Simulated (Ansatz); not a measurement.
# Ta2MnSb2O: the cost of one run

Program: Ansatz 0.2.0. Level of theory: DFT PBE, scalar-relativistic, plane waves, PAW, unless a step names another level. These are calculated values, not measurements.

7 further runs of the same task are left out: 2 that didn't finish, 5 set aside as unsound or not needed.

### 1 The formula and the candidates

Pauling electronegativities: Ta 1.50, Mn 1.55, Sb 2.05, O 3.44 (spread 1.94). The formula balances with common oxidation states: Ta +3, Mn +2, O -2, Sb -3. Tabulated atomic sizes suggest about 18 Å³/atom. 24 candidates were drawn, by swapping species into database cells of other compounds, at random by space group and Wyckoff sites, or by hand, as the table says:

| name | made from | space group no. | Wyckoff sites | atoms (primitive cell) | V (Å³/atom) |
| --- | --- | --- | --- | --- | --- |
| c01 | database cell of LiYbCu2P2 | 164 | Ta 2d; Mn 1a; Sb 2d; O 1b | 6 | 17.5 |
| c02 | random | 139 | Ta 4d; Mn 2b; Sb 4e; O 2a | 6 | 20.3 |
| c03 | database cell of Sr2CoSeO2 | 123 | Ta 2e; Mn 1b; Sb 2h; O 1a | 6 | 18.6 |
| c04 | random | 191 | Ta 2c; Mn 1b; Sb 2e; O 1a | 6 | 19.3 |
| c05 | elements ordered on the sites of the SrO, Ta/Mn on Sr and Sb/O on O | 164 | Ta 2d; Mn 1b; Sb 2d; O 1a | 6 | 19.3 |
| c06 | elements ordered on the sites of the NbS, Ta/Mn on Nb and Sb/O on S | 187 | Ta 2i; Mn 1f; Sb 2g; O 1a | 6 | 19.3 |
| c07 | elements ordered on the sites of the ScS, Ta/Mn on Sc and Sb/O on S | 164 | Ta 2d; Mn 1a; Sb 2d; O 1b | 6 | 19.3 |
| c08 | random | 115 | Ta 2g; Mn 1b; Sb 2g; O 1d | 6 | 21.3 |
| c09 | random | 191 | Ta 2c; Mn 1a; Sb 2d; O 1b | 6 | 22.8 |
| c10 | random | 69 | Ta 8d; Mn 4a; Sb 8f; O 4b | 6 | 20.1 |
| c11 | random | 99 | Ta 2c; Mn 1a; Sb 2c; O 1a | 6 | 21.4 |
| c12 | random | 191 | Ta 2d; Mn 1a; Sb 2e; O 1b | 6 | 18.4 |
| c13 | random | 191 | Ta 2c; Mn 1a; Sb 2e; O 1b | 6 | 19.5 |
| c14 | database cell of PrSi2Mo2C | 123 | Ta 2h; Mn 1b; Sb 2f; O 1a | 6 | 17.0 |
| c15 | random | 164 | Ta 2d; Mn 1a; Sb 2c; O 1b | 6 | 19.1 |
| c16 | database cell of LaB2Rh2C | 139 | Ta 4e; Mn 2a; Sb 4d; O 2b | 6 | 17.6 |
| c17 | database cell of Zr2SiTe2As | 115 | Ta 2g; Mn 1b; Sb 2g; O 1a | 6 | 19.6 |
| c18 | random | 183 | Ta 2b; Mn 1a; Sb 2b; O 1a | 6 | 22.1 |
| c19 | database cell of Li2MgCdP2 | 115 | Ta 1b, 1d; Mn 1a; Sb 2g; O 1c | 6 | 20.5 |
| c20 | database cell of BaTi2Sb2O | 123 | Ta 2e; Mn 1a; Sb 2h; O 1b | 6 | 20.1 |
| c21 | random | 65 | Ta 4l; Mn 2c; Sb 4k; O 2d | 6 | 21.8 |
| c22 | random | 47 | Ta 2r; Mn 1d; Sb 1h, 1a; O 1g | 6 | 19.1 |
| c23 | random | 123 | Ta 2g; Mn 1b; Sb 2e; O 1a | 6 | 19.5 |
| c24 | database cell of Nd2FeSi2Ru | 115 | Ta 2g; Mn 1a; Sb 2g; O 1b | 6 | 20.8 |

### 2 Screening run of c05

The input, input.yaml:

```yaml
crystal:
  lattice:
    - [3.79218819, 0.0, 0.0]
    - [-1.89609409, 3.28413131, 0.0]
    - [0.0, 0.0, 9.28892607]
  atoms:
    - { symbol: Ta, position: [0.66666667, 0.33333333, 0.83333333] }
    - { symbol: Ta, position: [0.33333333, 0.66666667, 0.16666667] }
    - { symbol: Mn, position: [0.0, 0.0, 0.5], spin: 4.0 }
    - { symbol: Sb, position: [0.33333333, 0.66666667, 0.66666667] }
    - { symbol: Sb, position: [0.66666667, 0.33333333, 0.33333333] }
    - { symbol: O, position: [0.0, 0.0, 0.0] }
basis:
  ecutwfc: 420
kpoints:
  mp_grid: { grid: [4, 4, 2] }
hamiltonian:
  xc: pbe
scf:
  occupations: { method: gaussian, width: 0.15 }
  lower_state_search: "off"
output:
  forces: true
  stress: true
  eigenvalues: true
  populations: true
magnetization:
  spin_polarized: true
relax:
  adjacent_minimum: "off"
  f_tol: 0.08
  max_steps: 16
  cell: { stress_tol: 0.8 }
```

Command:

```console
$ ansatz run input.yaml --threads 1 --pin off --max-ram 2560MiB --backend cpu --events-out ev --progress --plain --runs-dir out
```

Q: Estimate wall time and peak memory on 1 thread of Arm Neoverse N1, shared host.

About 2.8 min, with a peak of 0.46 GiB.
